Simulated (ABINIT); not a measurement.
The system is NbTe.

```
Te Nb
1.0
     3.70297    0.00000    0.00000
    -1.85149    3.20687    0.00000
     0.00000    0.00000    3.69421
Te Nb
1 1
Direct
  0.66667 0.33333 0.00000
  0.00000 0.00000 0.50000
```

The cell comes from a database or a generator and needn't be the stable form of this composition.

Base run:

- Program: ABINIT 10.8.3 (patched build)
- Functional: PBEsol
- Potentials or basis: PseudoDojo NC SR PBEsol v0.4.1 standard
- Cutoff: 1116 eV
- k mesh: 8 × 8 × 7
- Occupations: fermi-dirac, width 0.05 eV
- Spin: no spin polarisation

Its results: band gap on the k mesh none (metal or under the smearing width); pressure -4.9 GPa.

Problem. The run is repeated on the same cell with these changes: functional from PBEsol to PBE; potentials or basis from PseudoDojo NC SR PBEsol v0.4.1 standard to PseudoDojo NC SR PBE v0.4 stringent; cutoff from 1116 eV to 1442 eV; valence electrons from 29 to 37. What comes out?

Solution. Band gap on the k mesh none (metal or under the smearing width); pressure -0.6 GPa.

Not every run made on this cell is shown here.
